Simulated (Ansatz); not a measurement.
# HfSi5: a short molecular-dynamics run

What does HfSi5 do over 30 steps of 1.5 fs under a Langevin thermostat at 1200 K? The cell is a randomly packed cell of 12 atoms, taken as it stands, without a relaxation.

All numbers below are computed with Ansatz 0.2.0 (DFT PBE, plane waves, PAW, scalar-relativistic, no spin polarisation).

**1. The starting structure**

The cell holds 12 atoms (Hf2Si10): a = 6.087 Å, b = 6.344 Å, c = 5.549 Å, α = 77.96°, β = 93.44°, γ = 99.64°.

Coordinates:

```xyz
12
Lattice="6.0626 -0.3742 0.3974 -0.7503 6.2165 1.0217 -0.6831 0.1946 5.5039" Properties=species:S:1:pos:R:3 pbc="T T T"
Si   -0.1320    5.8924    5.4620
Si    3.7342    6.0501    6.8363
Si    4.7937    4.2423    2.9956
Si    2.3465    4.6303    5.4561
Si    2.6275    3.5029    2.1510
Si    4.4780    3.6277    5.8842
Hf    4.0334    1.7091    3.8341
Hf    0.6687    2.3294    5.3362
Si    0.8160    4.5861    3.6397
Si    0.6845    2.0137    2.5461
Si    3.8286    1.5417    1.0230
Si    2.8908    5.6708    3.2275
```

**2. The run**

Contents of input.yaml:

```yaml
crystal:
  lattice:
    - [6.062552, -0.374188, 0.397424]
    - [-0.750334, 6.216466, 1.02171]
    - [-0.683107, 0.194601, 5.503853]
  atoms:
    - { symbol: Si, position: [0.184576, 0.933763, 0.805728] }
    - { symbol: Si, position: [0.851129, 0.993279, 0.996253] }
    - { symbol: Si, position: [0.91933, 0.727032, 0.342923] }
    - { symbol: Si, position: [0.57164, 0.753894, 0.810099] }
    - { symbol: Si, position: [0.533567, 0.587985, 0.243142] }
    - { symbol: Si, position: [0.914476, 0.610753, 0.889695] }
    - { symbol: Hf, position: [0.768692, 0.302892, 0.584894] }
    - { symbol: Hf, position: [0.254747, 0.362377, 0.883874] }
    - { symbol: Si, position: [0.282808, 0.738996, 0.503698] }
    - { symbol: Si, position: [0.196714, 0.323621, 0.388332] }
    - { symbol: Si, position: [0.676372, 0.286081, 0.083923] }
    - { symbol: Si, position: [0.634306, 0.938937, 0.366297] }
  symmetry: { detect: false }
kpoints:
  mp_grid: { grid: [3, 3, 3] }
magnetization:
  spin_polarized: false
scf:
  occupations: { method: gaussian, width: 0.1 }
  convergence: { dr2_threshold: 1.0e-05 }
hamiltonian:
  pseudopotentials: { kind: paw }
  xc: pbe
basis:
  ecutwfc: 420
md:
  timestep: 1.5
  n_steps: 30
  ensemble: nvt_langevin
  temperature: 1200.0
  initial_velocities: maxwell_boltzmann
  seed: 651803
```

Run with:

```console
$ ansatz run input.yaml --threads 2 --pin off --max-ram 2560MiB --backend cpu --events-out ev --progress --plain --runs-dir out
```

Q: Predict the outcome of this session. Wanted: temperature, first and last step; temperature, second half; potential energy, second half; mean square displacement, second half.

The runs gave:

| quantity | value |
| --- | --- |
| length | 30 steps of 1.5 fs |
| temperature, first and last step | 1100 and 1803 K |
| temperature, second half | mean 1136 K, from 878 to 1803 K |
| potential energy, second half | +60 meV/atom from the start |
| mean square displacement, second half | Si 0.081, Hf 0.009 Å² |

In words: Against a set 1200 K the second half averages 1136 K, going from 878 to 1803 K over that half. Over the second half Si atoms stand 0.3 Å (root mean square) from where they began, and the farthest move is 0.5 Å. Settings off the usual here: scf.convergence.dr2_threshold, crystal.symmetry; they were drawn at random, not all are sound, and the numbers needn't be the system's own. Averages from a run of 45 fs with 12 atoms are rough.
